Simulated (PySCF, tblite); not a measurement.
# C₃H₁₀B₃F₃Si: geometry, infrared bands and NMR shifts

Aim: predict the infrared bands and NMR shifts of C₃H₁₀B₃F₃Si (`CB(C)BB[SiH2]C(F)(F)F`).

Programs: tblite 0.8.0 and PySCF 2.14.0, with density-fitted response routines of our own. Each step states its level of theory. These are calculated values for one molecule in the gas phase, unless marked as measured. Atoms are numbered from 0 throughout.

**1. The molecule as given**

20 atoms, charge 0, multiplicity 1; geometry from: force field or distance geometry start.

Bonds of the start (Å): C0–B1 1.59, B1–C2 1.55, B1–B3 1.67, B3–B4 1.68, B4–Si5 1.92, Si5–C6 1.86, C6–F7 1.40, C6–F8 1.38, C6–F9 1.36, C0–H10 1.10, C0–H11 1.11, C0–H12 1.12, C2–H13 1.11, C2–H14 1.13, C2–H15 1.11, B3–H16 1.18, B4–H17 1.19, Si5–H18 1.49, Si5–H19 1.48.

**2. Relaxing the molecule with GFN2-xTB**

Job settings and geometry (Å):

```
{"job": {"kind": "relax", "xc": "GFN2-xTB", "basis": "xTB"}, "charge": 0, "multiplicity": 1}
C     -2.582400    -1.246400    -0.125700
B     -1.777700    -0.012500    -0.732900
C     -2.539700     1.335300    -0.873600
B     -0.145200    -0.187700    -1.053400
B      0.768900    -0.845300     0.198100
Si     2.306400     0.031500     0.945300
C      3.600900     0.496600    -0.305300
F      4.776600    -0.154300     0.070300
F      3.876100     1.842900    -0.160600
F      3.254200     0.204500    -1.591300
H     -1.884100    -2.026800     0.219700
H     -3.242000    -1.707000    -0.884000
H     -3.215700    -0.940300     0.743100
H     -3.394300     1.297000    -1.587600
H     -2.995500     1.701700     0.090300
H     -1.832200     2.118900    -1.215400
H      0.089300    -0.665300    -2.111200
H      0.194300    -1.620200     0.894300
H      2.912900    -0.884700     1.946800
H      1.824200     1.272900     1.588000
```

Started as:

```console
$ OMP_NUM_THREADS=1 python probes_run.py task.json out
```

The driver reads the jobs from task.json and runs them one after another.

**Question.** This job is followed by: GFN2-xTB harmonic vibrations, gas phase; GIAO PBE0/pcSseg-1 NMR shielding, non-relativistic, gas phase. Predict these results of the whole session: strongest single infrared mode (GFN2-xTB); zero-point energy (GFN2-xTB); ¹³C shifts against TMS (PBE0/pcSseg-1, means over atoms taken as alike); ¹H shifts against TMS (PBE0/pcSseg-1, means over atoms taken as alike); ¹¹B shifts against BF3·OEt2 (PBE0/pcSseg-1); ²⁹Si shifts against TMS (PBE0/pcSseg-1); ¹⁹F shifts against CFCl3 (PBE0/pcSseg-1, means over atoms taken as alike); surface potential, 1st and 99th percentile.

As calculated:

```
                                                                 quantity                         value
                                strongest single infrared mode (GFN2-xTB)         2184 cm⁻¹, 419 km/mol
                                             zero-point energy (GFN2-xTB)                 81.1 kcal/mol
  ¹³C shifts against TMS (PBE0/pcSseg-1, means over atoms taken as alike)               142.8, 15.8 ppm
   ¹H shifts against TMS (PBE0/pcSseg-1, means over atoms taken as alike)  11.95, 11.74, 4.49, 1.15 ppm
                              ¹¹B shifts against BF3·OEt2 (PBE0/pcSseg-1)        117.1, 106.4, 97.5 ppm
                                  ²⁹Si shifts against TMS (PBE0/pcSseg-1)                     -78.0 ppm
¹⁹F shifts against CFCl3 (PBE0/pcSseg-1, means over atoms taken as alike)                     -60.2 ppm
                                    surface potential, 1st and 99th percentile            -0.81 V and 1.58 V
```

**Reading.** Relaxing lowered the energy by 1.225 eV in 147 steps; the close pair that moved most is Si5–C6, from 1.859 to 1.962 Å. The lowest mode is slightly imaginary (17i cm⁻¹), a soft motion within the noise of the Hessian, so the minimum is not strictly shown. The strongest single mode, at 2184 cm⁻¹, moves mainly H18. GFN2-xTB is a fitted tight-binding method: band positions and strengths are rough. Its intensities can rank the bands wrongly. At PBE0/pcSseg-1: The largest span, 290 ppm, is at B4, where the paramagnetic term is -208 ppm. By nearest atom (PBE0/pcSseg-1), the HOMO sits on B3 28 %; B1 22 % and the LUMO on B4 46 %; H17 11 %.
